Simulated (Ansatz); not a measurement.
# ZrBr3Cl: how energies converge with the basis set

An exercise on one series of results from a longer session: the logs are not shown, and one member is left open.

Method: one geometry, several basis sets; program: Ansatz 0.2.0, Gaussian basis.

Levels to be run: PBE0-D4/def2-SVP; ωB97M-V/def2-SVP; PBE0-D4/def2-QZVPP; ωB97M-V/def2-QZVPP; the functionals' def2-TZVPP values are taken from earlier runs.

## Structure used throughout

All runs share one geometry, relaxed beforehand with PBE0-D4 in a triple-zeta def2 set. Zr takes the def2 core potential; no spin-orbit term is included.

SMILES `[Cl][Zr]([Br])([Br])[Br]`, 5 atoms, charge 0, spin multiplicity 1.

Atoms are counted from 1 here; the program's logs count them from 0.

Bond lengths: Cl1–Zr2 2.311 Å, Zr2–Br3 2.468 Å, Zr2–Br4 2.468 Å, Zr2–Br5 2.468 Å. Angles: Cl1–Zr2–Br3 109.4°, Cl1–Zr2–Br4 109.4°, Cl1–Zr2–Br5 109.4°, Br3–Zr2–Br4 109.5°, Br3–Zr2–Br5 109.5°, Br4–Zr2–Br5 109.5°.

Set-up of the first run:

Contents of in.yaml:

```yaml
crystal:
  periodic: [false, false, false]
  atoms:
    - {symbol: Cl, position_ang: [-0.685375, -0.259218, 2.214410]}
    - {symbol: Zr, position_ang: [0.000977, -0.017891, 0.020457]}
    - {symbol: Br, position_ang: [2.097128, -1.273926, -0.326828]}
    - {symbol: Br, position_ang: [-1.745375, -0.895062, -1.487181]}
    - {symbol: Br, position_ang: [0.382647, 2.372397, -0.462257]}
basis:
  gaussian: {orbitals: def2-SVP}
hamiltonian: {xc: pbe0, dispersion: d4}
output: {orbitals: {seedname: orbitals}}
```

On the command line:

```
> ansatz run in.yaml --threads 2 --pin off --events-out ev --progress --plain --max-ram 32768MiB --backend cpu
```

Steps of the session up to this table: PBE0-D4 in def2-SVP; ωB97M-V in def2-SVP; PBE0-D4 in def2-QZVPP; ωB97M-V in def2-QZVPP.

One of the session's tables, all rows but one given; the rest of the session is left out.

It belongs to the step «Density functionals: the series». 

| functional | basis | HOMO (eV) | LUMO (eV) |
| --- | --- | --- | --- |
| PBE0-D4 | def2-SVP | -8.91 | -2.80 |
| PBE0-D4 | def2-TZVPP | -8.91 | -2.80 |
| PBE0-D4 | def2-QZVPP | -8.91 | -2.79 |
| ωB97M-V | def2-SVP | -11.00 | -0.75 |
| ωB97M-V | def2-TZVPP | ? | ? |
| ωB97M-V | def2-QZVPP | -11.03 | -0.79 |

Estimate the missing values for ωB97M-V, def2-TZVPP.

**Answer.** HOMO (eV): -11.03; LUMO (eV): -0.80.
